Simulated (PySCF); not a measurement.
# CoOCl: relaxation and vibrations of the quintet

Where does quintet CoOCl go from a bent start, is the end point a minimum, and what are its modes, charges and moments?

Program: PySCF 2.14.0. Level of theory: PBE0, basis Co def2-TZVP, O def2-TZVP, Cl def2-TZVP, no relativity, density fitting. These are calculated values, not measurements.

## Step 1: The starting structure

3 atoms, charge 0, spin multiplicity 5.

Bond lengths: Co1–O2 1.600 Å, Co1–Cl3 2.100 Å. Angles: O2–Co1–Cl3 110.0°.

Z-matrix (Å, degrees; charge 0 multiplicity 5):
```
Co
O  1 1.6000
Cl 1 2.1000 2 110.00
```

## Step 2: First SCF at the start

The steps below are one call of a driver around PySCF. For each, scf.py gives the equivalent set-up of the SCF; relaxations use the driver's own optimiser. After this first run the driver tries any further starts and a stability analysis.

The input, scf.py:

```python
from pyscf import gto, scf, dft
mol = gto.M(atom='''
Co     0.000000     0.000000     0.000000
O     -1.310600     0.000000     0.917700
Cl     1.720200     0.000000     1.204500''',
    basis={'Co': 'def2-TZVP', 'O': 'def2-TZVP', 'Cl': 'def2-TZVP'},
    charge=0, spin=4)
mf = dft.UKS(mol, xc='PBE0')
mf.grids.atom_grid = (50, 194)
aux = {'Co': 'def2-universal-JKFIT', 'O': 'def2-universal-JKFIT', 'Cl': 'def2-universal-JKFIT'}
mf = mf.density_fit(auxbasis=aux)
mf.conv_tol = 1e-08
mf.diis_space = 10
mf.max_cycle = 60
mf.init_guess = 'minao'
mf.verbose = 4
mf.kernel()
```

Command:

```
> OMP_NUM_THREADS=4 python axn.py task.json out
```

The program printed:

```text
init E= -1916.85014081672
[... the frontier-level lines of each cycle are left out ...]
cycle= 1 E= -1901.36517453198  delta_E= 15.5  |g|= 5.72  |ddm|= 5.88
cycle= 2 E= -1847.51032785435  delta_E= 53.9  |g|= 13.9  |ddm|= 11.4
cycle= 3 E= -1897.78018955218  delta_E= -50.3  |g|= 9.09  |ddm|= 7.28
cycle= 4 E= -1902.93042244991  delta_E= -5.15  |g|= 7.62  |ddm|= 1.61
cycle= 5 E= -1908.12179727423  delta_E= -5.19  |g|= 6.07  |ddm|= 3.77
cycle= 6 E= -1910.34814139229  delta_E= -2.23  |g|= 5.28  |ddm|= 1.83
cycle= 7 E= -1911.07561027888  delta_E= -0.727  |g|= 4.68  |ddm|= 1.75
cycle= 8 E= -1917.07907887986  delta_E=   -6  |g|= 1.57  |ddm|= 2.01
cycle= 9 E= -1917.4691015609  delta_E= -0.39  |g|= 0.884  |ddm|= 1.07
cycle= 10 E= -1917.70300297361  delta_E= -0.234  |g|= 0.461  |ddm|= 0.475
cycle= 11 E= -1917.76122427479  delta_E= -0.0582  |g|= 0.0806  |ddm|= 0.193
cycle= 12 E= -1917.76285625203  delta_E= -0.00163  |g|= 0.097  |ddm|= 0.0926
cycle= 13 E= -1917.76493812244  delta_E= -0.00208  |g|= 0.043  |ddm|= 0.0304
cycle= 14 E= -1917.76553711281  delta_E= -0.000599  |g|= 0.0256  |ddm|= 0.0265
cycle= 15 E= -1917.76596716779  delta_E= -0.00043  |g|= 0.00674  |ddm|= 0.0336
cycle= 16 E= -1917.7660423953  delta_E= -7.52e-05  |g|= 0.00306  |ddm|= 0.0111
cycle= 17 E= -1917.76610110084  delta_E= -5.87e-05  |g|= 0.00358  |ddm|= 0.0152
cycle= 18 E= -1917.76612873618  delta_E= -2.76e-05  |g|= 0.00101  |ddm|= 0.0112
cycle= 19 E= -1917.76613691035  delta_E= -8.17e-06  |g|= 0.000614  |ddm|= 0.00634
cycle= 20 E= -1917.76614048  delta_E= -3.57e-06  |g|= 0.000364  |ddm|= 0.00422
cycle= 21 E= -1917.76614189491  delta_E= -1.41e-06  |g|= 0.000157  |ddm|= 0.0037
cycle= 22 E= -1917.76614203089  delta_E= -1.36e-07  |g|= 6.85e-05  |ddm|= 0.000979
cycle= 23 E= -1917.76614205521  delta_E= -2.43e-08  |g|= 4.69e-05  |ddm|= 0.000308
cycle= 24 E= -1917.76614206274  delta_E= -7.53e-09  |g|= 3.03e-05  |ddm|= 0.000149
Extra cycle  E= -1917.76614206193  delta_E= 8.14e-10  |g|= 9.65e-05  |ddm|= 6.86e-05
converged SCF energy = -1917.76614206193  <S^2> = 6.0213147  2S+1 = 5.0085186
```

This step, with its further starts and checks, needed 24 s of wall time on 4 threads of Arm Neoverse N1, shared host.

Energies from each starting density:

```
                      start   energy (Eh)
    the minimal-basis guess  -1917.766142
a thermally smeared density  -1917.766725
      a smeared PBE density  -1917.766142
```

The first run landed in a state that is too high. Following the other starts and the instabilities gains 1.5 kJ/mol (-1917.76673 Eh), and the work goes on from there.

## Step 3: Relaxation: bent start, quintet

The program finds Cs symmetry in the start, which this walk keeps.

Edit scf.py of step 2 so:

```diff
@@ -3,3 +3,3 @@
-Co     0.000000     0.000000     0.000000
-O     -1.310600     0.000000     0.917700
-Cl     1.720200     0.000000     1.204500''',
+Co    -0.356611     0.000000    -0.516834
+O     -1.667211     0.000000     0.400866
+Cl     1.363589     0.000000     0.687666''',
@@ -15 +14,0 @@
-mf.init_guess = 'minao'
```

Steps of the walk:

```
step   energy (Eh)  change (kJ/mol)  largest symmetric gradient (Eh/bohr)
   0  -1917.766725             0.00                               0.03066
   1  -1917.774150           -19.49                               0.02014
   2  -1917.781869           -39.76                               0.02798
   3  -1917.784626           -47.00                               0.02942
   4  -1917.789492           -59.77                               0.01280
   5  -1917.791776           -65.77                               0.00705
   6  -1917.792914           -68.76                               0.00503
   7  -1917.793194           -69.49                               0.00296
   8  -1917.793262           -69.67                               0.00161
   9  -1917.793274           -69.70                               0.00078
  10  -1917.793275           -69.71                               0.00005
```

The walk took 37 s.

Geometry (Å) and forces (eV/Å) at some steps:

```
step 0
Co  -0.357   0.000  -0.517   0.800   0.000   0.298
O   -1.667   0.000   0.401  -1.577   0.000  -0.003
Cl   1.364   0.000   0.688   0.778   0.000  -0.294
step 1
Co  -0.345   0.000  -0.453  -0.197   0.000   1.036
O   -1.761   0.000   0.360  -0.210   0.000  -0.661
Cl   1.446   0.000   0.664   0.408   0.000  -0.375
step 5
Co  -0.373   0.000  -0.016   0.044   0.000   0.362
O   -1.998   0.000   0.089   0.296   0.000  -0.168
Cl   1.711   0.000   0.498  -0.340   0.000  -0.195
step 10
Co  -0.386   0.000   0.169   0.002   0.000   0.001
O   -1.996   0.000  -0.016  -0.001   0.000   0.000
Cl   1.722   0.000   0.419  -0.002   0.000  -0.001
```

End point (C∞v, 10 steps, 69.7 kJ/mol gained): Co–Cl 2.123 Å, Co–O 1.620 Å; Cl–Co–O 179.8°.

## Step 4: Hessian and properties

On the finer grid the gradient is checked again; gradients at displacements of ±0.02 bohr then give force constants and infrared intensities.

Edit scf.py of step 3 so:

```diff
@@ -3,3 +3,3 @@
-Co    -0.356611     0.000000    -0.516834
-O     -1.667211     0.000000     0.400866
-Cl     1.363589     0.000000     0.687666''',
+Co    -0.436790     0.000000    -0.051072
+O     -2.045737     0.000000    -0.239200
+Cl     1.671854    -0.000000     0.195484''',
@@ -9 +9 @@
-mf.grids.atom_grid = (50, 194)
+mf.grids.atom_grid = (75, 302)
@@ -12 +12 @@
-mf.conv_tol = 1e-08
+mf.conv_tol = 1e-10
```

This SCF starts from the last density.

SCF at the final geometry:

```text
init E= -1917.79318333297
[... the frontier-level lines of each cycle are left out ...]
cycle= 1 E= -1917.7931833328  delta_E= 1.69e-10  |g|= 2.76e-05  |ddm|= 1.06e-05
cycle= 2 E= -1917.79318332791  delta_E= 4.89e-09  |g|= 0.000141  |ddm|= 5.38e-05
cycle= 3 E= -1917.79318333299  delta_E= -5.08e-09  |g|= 7.9e-07  |ddm|= 4.52e-05
cycle= 4 E= -1917.79318333299  delta_E= 1.36e-12  |g|= 5.13e-07  |ddm|= 7.88e-07
Extra cycle  E= -1917.79318333298  delta_E= 8.64e-12  |g|= 7.43e-07  |ddm|= 1.36e-06
converged SCF energy = -1917.79318333298  <S^2> = 6.0210287  2S+1 = 5.0084044
```

The whole step took 43 s.

Geometry: C∞v; Co–Cl 2.123 Å, Co–O 1.620 Å; Cl–Co–O 180.0°.

Modes, for the most abundant isotopes:

```tsv
symmetry	ω (cm⁻¹)	IR (km/mol)	μ (u)
π	99	67.1	24.98
σ+	415	39.9	34.02
σ+	878	36.3	19.46
```

No imaginary mode, so this is a minimum.

Constants and moments:

* Dipole moment: 0.19 D
* Highest occupied level: -8.90 eV
* Lowest empty level: -4.33 eV
* Rotational constants: 0.09453 cm⁻¹
* Zero-point energy: 8.9 kJ/mol
* Principal polarisabilities: 25.2, 25.2, 71.7 bohr³
* Atomisation energy without zero-point energy: 762 kJ/mol
* Principal traceless quadrupole moments about the centre of mass: -11.62, 5.81, 5.81 D Å
* Entropy at 298.15 K and 1 bar (electronic part: spin only): 286.6 J/(mol K)
* Heat capacity Cp at 298.15 K: 53.6 J/(mol K)
* Enthalpy at 298.15 K above 0 K: 13.47 kJ/mol
* Rotational symmetry number: 1
* Spin squared ⟨S²⟩: 6.021

Charges (e) and bond orders:

```tsv
atom	Mulliken	Löwdin	polar tensor	spin (Mulliken)	Mayer order to Co1
Co1	0.82	0.27	1.09	2.85	–
O2	-0.45	-0.25	-0.47	1.07	1.79
Cl3	-0.37	-0.02	-0.62	0.08	0.99
```

Mulliken populations on Co1: s 6.49, p 12.34, d 7.35, f 0.00.

## Step 5: Results

```
                                          quantity                                        value
                                           minimum                                 quintet, C∞v
                                          geometry  Co–Cl 2.123 Å, Co–O 1.620 Å; Cl–Co–O 180.0°
                                wavenumbers (cm⁻¹)                   99 (π), 415 (σ+), 878 (σ+)
                                     dipole moment                                       0.19 D
highest occupied, lowest empty level (either spin)                              -8.90, -4.33 eV
                        polar-tensor charge of Co1                                      +1.09 e
                                 zero-point energy                                   8.9 kJ/mol
                               entropy at 298.15 K                              286.6 J/(mol K)
         atomisation energy (no zero-point energy)                                   762 kJ/mol
                                              ⟨S²⟩                                        6.021
```

**Reading.** The bent start (Cs) ends in a minimum of C∞v symmetry. In the infrared the band at 99 cm⁻¹ (π, bend) leads. Most of the spin sits on Co1 (Mulliken spin 2.85, against 4 for the whole molecule). The first SCF alone would have been 2 kJ/mol too high. Only this shape and spin were tried, so other structures or states may lie lower. Open d and f shells are described by one determinant, and the ground state may have another occupation or spin.

The search up to here took 1.7 min.
